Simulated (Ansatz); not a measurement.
# C2H4AlBS: up Jacob's ladder to CCSD(T)

An exercise on one series of results from a longer session: the logs are not shown, and one member is left open.

Program: Ansatz 0.2.0, Gaussian basis. Level of theory: functionals in def2-TZVPP, the program's frozen cores in correlated methods. These are calculated values, not measurements.

The runs, in order: LDA (SPW92), PBE-D4, revPBE-D4, BLYP-D4, r2SCAN-D4, B97M-V, PBE0-D4, B3LYP-D4, r2SCANh-D4, r2SCAN0-D4, HSE06-D4, BHLYP-D4, CAM-B3LYP-D4, LC-ωPBE, ωB97X-V, ωB97M-V, B2PLYP, PBE-QIDH; CCSD(T)/def2-SVP; CCSD(T)/def2-TZVPP; MP2/def2-QZVPP; extrapolation to the limit; RPA on PBE.

## Structure used throughout

All runs share one geometry, relaxed beforehand with PBE0-D4 in a triple-zeta def2 set.

SMILES `BS[C]1=[CH][AlH]1`, 9 atoms, charge 0, spin multiplicity 1.

Atoms are counted from 1 here; the program's logs count them from 0.

Bond lengths: B1–S2 1.762 Å, B1–H6 1.192 Å, B1–H7 1.193 Å, S2–C3 1.748 Å, C3–C4 1.367 Å, C3–Al5 1.861 Å, C4–Al5 1.855 Å, C4–H8 1.088 Å, Al5–H9 1.568 Å. Angles: S2–B1–H6 120.5°, S2–B1–H7 116.2°, H6–B1–H7 123.4°, B1–S2–C3 104.8°, S2–C3–C4 127.7°, S2–C3–Al5 164.1°, C4–C3–Al5 68.1°, C3–C4–Al5 68.7°, C3–C4–H8 128.2°, Al5–C4–H8 163.1°, C3–Al5–C4 43.2°, C3–Al5–H9 157.9°, C4–Al5–H9 158.9°.

Geometry (Å):

```csv
atom,x (Å),y (Å),z (Å)
B1,0.3011,1.5684,-1.5756
S2,0.7049,-0.1383,-1.4094
C3,0.0966,-0.5893,0.1656
C4,0.1597,-1.8157,0.7670
Al5,-0.6929,-0.5759,1.8513
H6,-0.2705,2.1418,-0.7011
H7,0.6305,2.0896,-2.5964
H8,0.5974,-2.7336,0.3802
H9,-1.4384,0.0066,3.1013
```

Set-up of the first run:

in.yaml reads:

```yaml
crystal:
  periodic: [false, false, false]
  atoms:
    - {symbol: B, position_ang: [0.301098, 1.568356, -1.575609]}
    - {symbol: S, position_ang: [0.704885, -0.138349, -1.409388]}
    - {symbol: C, position_ang: [0.096622, -0.589348, 0.165615]}
    - {symbol: C, position_ang: [0.159711, -1.815663, 0.766950]}
    - {symbol: Al, position_ang: [-0.692942, -0.575859, 1.851290]}
    - {symbol: H, position_ang: [-0.270454, 2.141840, -0.701126]}
    - {symbol: H, position_ang: [0.630533, 2.089579, -2.596381]}
    - {symbol: H, position_ang: [0.597400, -2.733551, 0.380231]}
    - {symbol: H, position_ang: [-1.438352, 0.006593, 3.101319]}
basis:
  gaussian: {orbitals: def2-TZVPP}
hamiltonian: {xc: lda}
output: {orbitals: {seedname: orbitals}}
```

Command:

```sh
ansatz run in.yaml --threads 2 --pin off --events-out ev --progress --plain --max-ram 4352MiB
```

Among the steps run: LDA; PBE-D4 (GGA); revPBE-D4 (GGA); BLYP-D4 (GGA); r2SCAN-D4 (meta-GGA); B97M-V (meta-GGA); B3LYP-D4 (hybrid); r2SCANh-D4 (hybrid); r2SCAN0-D4 (hybrid); HSE06-D4 (hybrid); BHLYP-D4 (hybrid); CAM-B3LYP-D4 (range-separated); LC-ωPBE (range-separated); ωB97X-V (range-separated); ωB97M-V (range-separated); B2PLYP (double hybrid); PBE-QIDH (double hybrid).

One of the session's tables, all rows but one given; the rest of the session is left out.

It belongs to the step «Frontier levels by functional». 

| functional | HOMO (eV) | LUMO (eV) | gap (eV) |
| --- | --- | --- | --- |
| LDA (SPW92) | -5.85 | -2.61 | 3.25 |
| PBE-D4 | -5.72 | -2.36 | 3.37 |
| revPBE-D4 | -5.67 | -2.26 | 3.41 |
| BLYP-D4 | -5.58 | -2.18 | 3.40 |
| r2SCAN-D4 | -5.91 | -2.05 | 3.87 |
| B97M-V | -6.00 | -2.08 | 3.92 |
| PBE0-D4 | -6.81 | -1.45 | 5.36 |
| B3LYP-D4 | -6.61 | -1.63 | 4.98 |
| r2SCANh-D4 | -6.32 | -1.73 | 4.60 |
| r2SCAN0-D4 | ? | ? | ? |
| HSE06-D4 | -6.42 | -1.82 | 4.60 |
| BHLYP-D4 | -7.82 | -0.52 | 7.30 |
| CAM-B3LYP-D4 | -8.08 | -0.43 | 7.66 |
| LC-ωPBE | -9.37 | 0.65 | 10.01 |
| ωB97X-V | -9.05 | 0.56 | 9.61 |
| ωB97M-V | -8.90 | 0.30 | 9.20 |

Q: Estimate the row for r2SCAN0-D4 from the others.

Worked estimate for «HOMO (eV)». Against the share of exact exchange, r2SCAN-D4 (0, -5.91), r2SCANh-D4 (0.1, -6.32) give a slope of -4.10 per unit share; at 0.25 the line stands at -6.94.

As computed: HOMO (eV): -6.94; LUMO (eV): -1.26; gap (eV): 5.68. In «HOMO (eV)» the line misses by 0.00.
